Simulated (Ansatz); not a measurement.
# SiF4 with GeF4: structure and interaction energy

Aim: relax the pair, then compute its interaction energy with counterpoise at many levels, up to CCSD(T).

Method: PBE0-D4 structure, single points in def2-TZVPPD; program: Ansatz 0.2.0, Gaussian basis.

Levels: PBE-D4, revPBE-D4, BLYP-D4, r2SCAN-D4, B97M-V, PBE0-D4, B3LYP-D4, HSE06-D4, wB97X-V, wB97M-V, B2PLYP, Hartree-Fock, MP2, CCSD, CCSD(T). The reference is CCSD(T) extrapolated to the basis limit. For elements past Ar these valence bases correlate outer-core shells poorly and lack relativity, so that limit is rough.

Cores are frozen in the correlated methods. Filled d shells of the heavier atoms are correlated. B3LYP uses VWN-RPA correlation. B2PLYP carries no dispersion term here.

50 further runs of the same task are left out: 50 set aside as unsound or not needed.

## 1. Where the work starts

The pair, from a GFN2-xTB docking trial: 10 atoms, charge 0, spin multiplicity 1.

Atoms are counted from 1 here; the program's logs count them from 0.

Bond lengths: F1–Si2 1.562 Å, Si2–F3 1.564 Å, Si2–F4 1.578 Å, Si2–F5 1.562 Å, F6–Ge7 1.677 Å, Ge7–F8 1.675 Å, Ge7–F9 1.675 Å, Ge7–F10 1.676 Å. Angles: F1–Si2–F3 110.3°, F1–Si2–F4 108.6°, F1–Si2–F5 110.4°, F3–Si2–F4 107.6°, F3–Si2–F5 111.0°, F4–Si2–F5 108.7°, F6–Ge7–F8 107.8°, F6–Ge7–F9 111.5°, F6–Ge7–F10 110.5°, F8–Ge7–F9 106.8°, F8–Ge7–F10 107.0°, F9–Ge7–F10 112.9°.

As a file:

```
F    -0.2218   -1.4289   -2.1927
Si    0.1541    0.0800   -2.0428
F     1.2729    0.4641   -3.0655
F     0.7307    0.3142   -0.5925
F    -1.1103    0.9781   -2.2312
F    -0.6745   -1.3682    1.0637
Ge   -0.1484   -0.0737    1.9915
F    -0.6964   -0.3099    3.5564
F     1.5233   -0.0122    2.0694
F    -0.8296    1.3565    1.4437
```

Atoms 1 to 5 are fragment A (SiF4), the rest fragment B (GeF4).

## 2. A first relaxation in a small basis

The input, pre/in.yaml:

```yaml
crystal:
  periodic: [false, false, false]
  atoms:
    - {symbol: F, position_ang: [-0.221800, -1.428900, -2.192700]}
    - {symbol: Si, position_ang: [0.154100, 0.080000, -2.042800]}
    - {symbol: F, position_ang: [1.272900, 0.464100, -3.065500]}
    - {symbol: F, position_ang: [0.730700, 0.314200, -0.592500]}
    - {symbol: F, position_ang: [-1.110300, 0.978100, -2.231200]}
    - {symbol: F, position_ang: [-0.674500, -1.368200, 1.063700]}
    - {symbol: Ge, position_ang: [-0.148400, -0.073700, 1.991500]}
    - {symbol: F, position_ang: [-0.696400, -0.309900, 3.556400]}
    - {symbol: F, position_ang: [1.523300, -0.012200, 2.069400]}
    - {symbol: F, position_ang: [-0.829600, 1.356500, 1.443700]}
basis:
  gaussian: {orbitals: def2-SVP}
hamiltonian: {xc: pbe, dispersion: d4}
relax: {f_tol: 0.03, max_steps: 250}
```

Started as:

```sh
$ ansatz run in.yaml --threads 4 --pin off --events-out ev --progress --plain --max-ram 66560MiB --backend cuda --devices 0, --max-vram 37GiB
```

After this run come: Relaxation at PBE0-D4; PBE-D4/def2-TZVPPD; r2SCAN-D4/def2-TZVPPD; PBE0-D4/def2-TZVPPD; B3LYP-D4/def2-TZVPPD; wB97X-V/def2-TZVPPD; wB97M-V/def2-TZVPPD; B2PLYP/def2-TZVPPD; BLYP-D4/def2-TZVPPD; revPBE-D4/def2-TZVPPD; B97M-V/def2-TZVPPD; HSE06-D4/def2-TZVPPD; CCSD(T)/def2-TZVPPD; MP2/def2-QZVPPD; Vibrations of the pair.

Q: Predict the outcome of this session. Wanted: interaction energy, CCSD(T)/CBS; of it Hartree-Fock; D4 term of PBE0-D4; shortest contact; lowest wavenumber.

The runs gave:

```
                        quantity           value
 interaction energy, CCSD(T)/CBS  -2.28 kcal/mol
of it Hartree-Fock (basis limit)  -0.38 kcal/mol
              D4 term of PBE0-D4  -1.87 kcal/mol
                shortest contact    F4–F6 2.86 Å
               lowest wavenumber          7 cm⁻¹
```

The pair is bound by 2.28 kcal/mol at fixed fragment shapes. Hartree-Fock gives 17 % of it, so correlation, mostly dispersion, leads. PBE-D4 is the best functional here (-0.32 kcal/mol from CCSD(T)/CBS); B2PLYP is the worst (+1.36 kcal/mol). Mean unsigned error by rung: GGA 0.50, meta-GGA 0.63, hybrid 0.69, screened hybrid 0.36, range-separated hybrid 0.38, double hybrid 1.36 kcal/mol. PBE-D4 gives an interaction energy 0.32 kcal/mol too low, an error of 14 % of the reference. CCSD(T) moves by -0.36 kcal/mol from triple zeta to the limit; gaps between functionals far smaller than that don't rank them. A lower arrangement may exist.
